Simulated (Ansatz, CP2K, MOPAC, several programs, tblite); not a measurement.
Energy against volume for NaSnCl3 (cubic perovskite), at fixed shape and fractional coordinates, computed by several methods (PBE and r2SCAN, where shown, with plane waves in Ansatz); the cell shown is that of r2SCAN. The symmetry is Pm-3m (No. 221, cubic); conventional cell a = 5.528 Å, 33.79 Å³ an atom. Around Na lie 12 Cl at 3.91 Å; around Sn lie 6 Cl at 2.76 Å; around Cl lie 2 Sn at 2.76 Å and 4 Na at 3.91 Å. Spin-unpolarised throughout. Whether this structure exists isn't addressed. Energies count from each curve's lowest point; fits are third-order Birch-Murnaghan.

```
Na Sn Cl
1.0
     5.52801    0.00000    0.00000
     0.00000    5.52801    0.00000
     0.00000    0.00000    5.52801
Na Sn Cl
1 1 3
Direct
  0.00000 0.00000 0.00000
  0.50000 0.50000 0.50000
  0.50000 0.50000 0.00000
  0.50000 0.00000 0.50000
  0.00000 0.50000 0.50000
```

GFN2-xTB (tblite), on the shape of the cell shown, as a cluster of 40 atoms at the zone centre:
```
V (Å³/atom)  E (meV/atom)
     29.732         47.69
     31.759          4.74
     33.786          0.00
     35.813         14.16
     37.840         38.24
```
The fit gives a pressure derivative B′ of 9.6, outside the usual 2 to 7: a trait of the method or a rough curve, so no modulus is quoted.

PM7 (MOPAC), on the shape of the cell shown, as a cluster of 40 atoms at the zone centre:
```
V (Å³/atom)  E (meV/atom)
     29.732          0.00
     31.759         68.55
     33.786        148.21
     35.813        235.16
     37.840        321.75
```
The lowest point is an end point, so the minimum isn't bracketed.

Question: GFN1-xTB (tblite), on the shape of the cell shown, as a cluster of 40 atoms at the zone centre, gives

| V (Å³/atom) | E (meV/atom) |
| --- | --- |
| 29.732 | 21.69 |
| 31.759 | 0.00 |
| 33.786 | 9.81 |
| 35.813 | 39.83 |
| 37.840 | 86.33 |

What equilibrium volume and bulk modulus follow?

Answer: V₀ = 32.06 Å³ an atom and B₀ = 36 GPa.

r2SCAN, on the shape of its own relaxed cell:
```
V (Å³/atom)  E (meV/atom)
     31.759         10.61
     32.772          2.52
     33.786          0.00
     34.800          2.21
     35.813          8.45
```
V₀ = 33.79 Å³ an atom and B₀ = 25 GPa.

Question: PBE/DZVP (CP2K), on the shape of the cell shown, gives
```tsv
V (Å³/atom)	E (meV/atom)
29.732	61.95
31.759	17.89
33.786	0.00
35.813	1.37
37.840	17.16
```
What equilibrium volume and bulk modulus follow?

Answer: V₀ = 34.61 Å³ an atom and B₀ = 23 GPa.
